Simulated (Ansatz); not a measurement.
Molecular dynamics of Si8BO16

Input:

```yaml
accuracy: low
crystal:
  lattice:
    - [-4.979, -4.979, 0.0]
    - [4.979, -4.979, 0.0]
    - [0.0, 0.0, 6.95]
  atoms:
    - { symbol: Si, position: [0.25860604, 0.4710494, 0.00100505] }
    - { symbol: Si, position: [-0.03355835, 0.22067646, 0.22109453] }
    - { symbol: Si, position: [0.79882601, 0.51023286, 0.56464523] }
    - { symbol: Si, position: [0.03979667, 0.81151725, 0.7932568] }
    - { symbol: O, position: [0.4311751, 0.55929123, 0.10826674] }
    - { symbol: O, position: [0.9650745, 0.42103568, 0.40300196] }
    - { symbol: O, position: [0.72774685, 0.3359386, 0.71031947] }
    - { symbol: O, position: [0.11881612, 0.66987493, 0.97474744] }
    - { symbol: O, position: [0.88451193, 0.69615487, 0.64761041] }
    - { symbol: O, position: [0.62179688, 0.57474011, 0.4199708] }
    - { symbol: O, position: [0.16710048, 0.28184167, 0.10627069] }
    - { symbol: O, position: [0.35756616, 0.4134646, 0.79401142] }
    - { symbol: Si, position: [0.681429, 0.01495103, -0.00775745] }
    - { symbol: Si, position: [0.50295621, 0.70661366, 0.26613909] }
    - { symbol: Si, position: [0.23861385, 0.02175712, 0.46423402] }
    - { symbol: Si, position: [0.49859389, 0.25709536, 0.70187055] }
    - { symbol: O, position: [0.76377038, 0.22840492, 0.10825486] }
    - { symbol: O, position: [0.33757377, 0.77730634, 0.38101857] }
    - { symbol: O, position: [0.18173795, 0.9442174, 0.67722407] }
    - { symbol: O, position: [0.52590903, 0.06170279, 0.84591559] }
    - { symbol: O, position: [0.44892795, 0.14422231, 0.50878596] }
    - { symbol: O, position: [0.01749242, 0.01909019, 0.33607935] }
    - { symbol: O, position: [0.64258336, 0.861494, 0.15229299] }
    - { symbol: O, position: [0.88670102, 0.94277731, 0.92185533] }
    - { symbol: B, position: [0.08800373, 0.33468701, 0.55166804], spin: 1.0 }
magnetization:
  spin_polarized: true
basis:
  ecutwfc: 420.0
kpoints:
  mp_grid: { grid: [1, 1, 1] }
hamiltonian:
  xc: lda
  pseudopotentials: { kind: paw, azcp: { folder: soft_1 } }
scf:
  occupations: { method: fermi_dirac, width: 0.02 }
  lower_state_search: "off"
md:
  timestep: 1
  n_steps: 300
  ensemble: nvt_langevin
  temperature: 2100.0
  initial_velocities: maxwell_boltzmann
  seed: 868105
  friction: 0.01
```

Command:

```bash
$ ansatz run input.yaml --threads 1 --pin off --max-ram 3072MiB --backend cpu --events-out ev --progress --plain --runs-dir out
```

It goes on from the last frame of an earlier run, with new velocities.

Output, in part (step lines):

```
md step     0: t =     0.00 fs  T =  2016.0 K  F+E_penalty+E_count = -13920.32469836 eV  E_kin = 6.514704 eV  (15 SCF iters)
md step     1: t =     1.00 fs  T =  2024.0 K  F+E_penalty+E_count = -13920.17015253 eV  E_kin = 6.540645 eV  (9 SCF iters)
md step     2: t =     2.00 fs  T =  2060.5 K  F+E_penalty+E_count = -13919.99135599 eV  E_kin = 6.658407 eV  (9 SCF iters)
md step     3: t =     3.00 fs  T =  2094.3 K  F+E_penalty+E_count = -13919.81697874 eV  E_kin = 6.767813 eV  (9 SCF iters)
md step     4: t =     4.00 fs  T =  1991.2 K  F+E_penalty+E_count = -13919.63872932 eV  E_kin = 6.434408 eV  (9 SCF iters)
md step     5: t =     5.00 fs  T =  1935.2 K  F+E_penalty+E_count = -13919.46392920 eV  E_kin = 6.253743 eV  (8 SCF iters)
md step     6: t =     6.00 fs  T =  1867.2 K  F+E_penalty+E_count = -13919.30259492 eV  E_kin = 6.033847 eV  (8 SCF iters)
md step     7: t =     7.00 fs  T =  1846.2 K  F+E_penalty+E_count = -13919.14641322 eV  E_kin = 5.965845 eV  (8 SCF iters)
[... lines left out ...]
md step   300: t =   300.00 fs  T =  2475.2 K  F+E_penalty+E_count = -13920.31733904 eV  E_kin = 7.998552 eV  (9 SCF iters)
```

The steps, from the saved trajectory:

```json
{"time (fs)": "0", "T (K)": "2016", "potential energy less start (eV)": "0.000"}
{"time (fs)": "10", "T (K)": "1668", "potential energy less start (eV)": "1.574"}
{"time (fs)": "20", "T (K)": "1623", "potential energy less start (eV)": "2.088"}
{"time (fs)": "30", "T (K)": "1647", "potential energy less start (eV)": "1.442"}
{"time (fs)": "40", "T (K)": "1977", "potential energy less start (eV)": "0.254"}
{"time (fs)": "50", "T (K)": "1888", "potential energy less start (eV)": "0.800"}
{"time (fs)": "60", "T (K)": "1969", "potential energy less start (eV)": "0.780"}
{"time (fs)": "70", "T (K)": "1586", "potential energy less start (eV)": "2.401"}
{"time (fs)": "80", "T (K)": "1714", "potential energy less start (eV)": "2.371"}
{"time (fs)": "90", "T (K)": "2535", "potential energy less start (eV)": "-0.454"}
{"time (fs)": "100", "T (K)": "1742", "potential energy less start (eV)": "1.489"}
{"time (fs)": "110", "T (K)": "2368", "potential energy less start (eV)": "-0.596"}
{"time (fs)": "120", "T (K)": "2175", "potential energy less start (eV)": "-0.737"}
{"time (fs)": "130", "T (K)": "1522", "potential energy less start (eV)": "0.914"}
{"time (fs)": "140", "T (K)": "2143", "potential energy less start (eV)": "-0.776"}
{"time (fs)": "150", "T (K)": "1957", "potential energy less start (eV)": "0.492"}
{"time (fs)": "160", "T (K)": "2332", "potential energy less start (eV)": "-0.524"}
{"time (fs)": "170", "T (K)": "2228", "potential energy less start (eV)": "0.599"}
{"time (fs)": "180", "T (K)": "1905", "potential energy less start (eV)": "1.480"}
{"time (fs)": "190", "T (K)": "2232", "potential energy less start (eV)": "0.278"}
{"time (fs)": "200", "T (K)": "2117", "potential energy less start (eV)": "0.665"}
{"time (fs)": "210", "T (K)": "2567", "potential energy less start (eV)": "-1.028"}
{"time (fs)": "220", "T (K)": "2232", "potential energy less start (eV)": "-0.032"}
{"time (fs)": "230", "T (K)": "2170", "potential energy less start (eV)": "-0.049"}
{"time (fs)": "240", "T (K)": "1931", "potential energy less start (eV)": "0.226"}
{"time (fs)": "250", "T (K)": "1896", "potential energy less start (eV)": "-0.178"}
{"time (fs)": "260", "T (K)": "2139", "potential energy less start (eV)": "-0.741"}
{"time (fs)": "270", "T (K)": "1741", "potential energy less start (eV)": "1.081"}
{"time (fs)": "280", "T (K)": "2034", "potential energy less start (eV)": "0.969"}
{"time (fs)": "290", "T (K)": "1939", "potential energy less start (eV)": "2.002"}
{"time (fs)": "300", "T (K)": "2475", "potential energy less start (eV)": "0.007"}
```

The run went to its last step. A run of 0.3 ps of so small a system gives no equilibrium averages. Limits of this set-up: coarse k mesh, PAW files made for another functional, a small cell, in which the defect meets its images, low accuracy level.

Mean squared displacements from the first frame to the last, about the centre of mass: Si 0.26 Å², O 0.77 Å², B 0.22 Å².

Last frame:

```xyz
25
Lattice="-4.9790 -4.9790 0.0000 4.9790 -4.9790 0.0000 0.0000 0.0000 6.9500" Properties=species:S:1:pos:R:3
Si 1.546 -3.222 -0.807
Si 0.914 -1.073 1.346
Si -0.814 -6.428 3.288
Si 4.446 -3.739 5.157
O 1.245 -4.332 0.245
O -2.319 -6.806 2.885
O -1.070 -5.213 4.122
O 3.263 -3.162 5.910
O -0.005 -7.506 3.992
O -0.426 -6.009 1.841
O 0.944 -1.761 -0.125
O 0.775 -3.448 4.743
Si -3.057 -3.406 0.007
Si 1.091 -5.666 1.401
Si -1.418 -1.198 3.098
Si -0.876 -3.804 4.775
O -3.275 -4.696 1.264
O 1.776 -5.449 2.910
O 4.043 -5.037 4.311
O -1.710 -3.794 6.189
O -1.496 -2.561 3.863
O -0.828 -1.421 1.721
O 1.833 -6.938 0.766
O 0.885 -8.605 5.910
B 1.415 -1.609 3.144
```

Run time: 26 min on 1 thread of Arm Neoverse V1, with other jobs on the host, peak memory 0.49 GiB.
